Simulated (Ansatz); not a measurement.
# NaCl: the cell at several levels of theory

One table from this session's results is given with a row withheld; the runs are named, their logs left out.

The runs shown are made with Ansatz 0.2.0. PAW datasets, plane waves, zero pressure. Spin-unpolarised throughout; all numbers are computed.

## Starting point

This is the cell as the run starts from it, not yet at rest; its lengths are not the crystal's.

It is cubic, Fm-3m (No. 225); a = 5.306 Å in the conventional setting, 18.67 Å³ an atom. Na has 6 Cl at 2.65 Å; Cl has 6 Na at 2.65 Å.

The structure in full:

```cif
data_structure
_symmetry_space_group_name_H-M 'P 1'
_symmetry_Int_Tables_number 1
_cell_length_a 3.7517
_cell_length_b 3.7517
_cell_length_c 3.7517
_cell_angle_alpha 60.000
_cell_angle_beta 60.000
_cell_angle_gamma 60.000
_cell_volume 37.34
loop_
_atom_site_label
_atom_site_type_symbol
_atom_site_fract_x
_atom_site_fract_y
_atom_site_fract_z
_atom_site_occupancy
Na1 Na 0.00000 0.00000 0.00000 1
Cl1 Cl 0.50000 0.50000 0.50000 1
```

The first run:

input.yaml

```yaml
crystal:
  lattice:
    - [0.0, 2.652851, 2.652851]
    - [2.652851, 0.0, 2.652851]
    - [2.652851, 2.652851, 0.0]
  atoms:
    - { symbol: Na, position: [0.0, 0.0, 0.0] }
    - { symbol: Cl, position: [0.5, 0.5, 0.5] }
kpoints:
  mp_grid: { grid: [8, 8, 8] }
hamiltonian:
  xc: pbe
scf:
  occupations: { method: fermi_dirac, width: 0.02 }
relax:
  f_tol: 0.005
  cell: {}
```

Run with:

```bash
$ ansatz run input.yaml --threads 4 --pin off --max-ram 7372MiB --backend cpu --events-out ev --progress --plain --runs-dir out
```

Steps of the session up to this table: PBE: cell and atoms; r2SCAN: cell and atoms; PBEsol: cell and atoms; Relaxing with LDA; HSE06: cell and atoms.

One table of the session follows, with a row left open; its other results are not shown here.

```
 level  a (Å)  volume (Å³/atom)
   PBE  5.695            23.090
r2SCAN  5.605            22.016
PBEsol      ?                 ?
   LDA  5.466            20.412
 HSE06  5.652            22.574
```

Q: Estimate the row for PBEsol from the others.

As computed: a (Å): 5.602; volume (Å³/atom): 21.978. In the column «a (Å)» it lies between LDA (5.466) and r2SCAN (5.605).

LDA gives the smallest cell and PBE the largest; they differ by 13.1 % in volume, a mean of 4.2 % in length. The meshes differ: PBE 8×8×8, r2SCAN 8×8×8, PBEsol 8×8×8, LDA 8×8×8, HSE06 6×6×6.
